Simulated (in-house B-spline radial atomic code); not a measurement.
# Pr¹⁷⁺: ionisation energy by several methods

How far do functionals differ on the ionisation energy of Pr¹⁷⁺? Each run solves Pr¹⁷⁺ and then the next ion ([Kr] 4d5).

The numbers are computed with in-house B-spline radial atomic code version 1 (scalar-relativistic (X2C), several functionals, spin-polarised; spherical all-electron atom at the radial basis limit), except any that are marked as measured or tabulated.

### Step 1. The system

- element: praseodymium (Z = 59)
- charge: +17
- electrons: 42
- configuration: [Kr] 4d6
- nucleus: Fermi, rms radius 4.892 fm

Outer shells as boxes (Hund's rule):

[Kr] 4d6
```
[Kr] core
4d [↑↓][↑ ][↑ ][↑ ][↑ ]
```

Where spins are not typed, each open shell is filled with up spins first.

### Step 2. exchange-only LDA

The run's settings:

```ini
Z = 59
electrons = 42.0
configuration = [Kr] 4d6
hamiltonian = x2c
method = lda,
spin_polarised = True
nucleus = fermi
rms_radius = 4.8919
mass_number = 141
atomic_mass = 140.907659604
speed_of_light = 137.035999084
```

### Step 3. OLYP, a GGA

Settings: those of step 2 with these lines changed.

```diff
@@ -4,3 +4,3 @@
 hamiltonian = x2c
-method = lda,
+method = optx,lyp
 spin_polarised = True
```

### Step 4. PBE, a GGA

Settings: those of step 3 with these lines changed.

```diff
@@ -4,3 +4,3 @@
 hamiltonian = x2c
-method = optx,lyp
+method = pbe,pbe
 spin_polarised = True
```

Q: The tabulated ionisation energy is 478 ± 3 eV (tabulated theoretical; NIST Atomic Spectra Database). What does each method give, and which comes nearest?

As calculated:

| method | rung | total energy (hartree) | ΔSCF (eV) | −ε highest (eV) | ΔSCF less tabulated (eV) |
| --- | --- | --- | --- | --- | --- |
| exchange-only LDA | LDA | -9118.6093 | 476.22 | 459.86 (4d down) | -1.78 |
| OLYP | GGA | -9133.7261 | 479.65 | 463.30 (4d down) | +1.65 |
| PBE | GGA | -9130.5744 | 478.60 | 462.24 (4d down) | +0.60 |

What this shows: The tabulated ionisation energy is 478 ± 3 eV (tabulated theoretical; NIST Atomic Spectra Database). PBE comes nearest (+0.60 eV) and exchange-only LDA is farthest (-1.78 eV, 0.37 %). The table's own uncertainty is as large as these misses, so the order means little. Relativistic terms that these runs lack can be as large as the gaps between close methods, so the nearest may be so by luck. Spin-orbit coupling is left out. Open shells are averaged (over orientations, and over spins where the run is restricted), while tables refer to the lowest levels. For the semilocal functionals minus the highest level recovers only 97 % of their own ΔSCF value, a mark of self-interaction.

Members of this set that are not shown: 4 used exact exchange with fractional occupations of an open shell, which is unsound here.
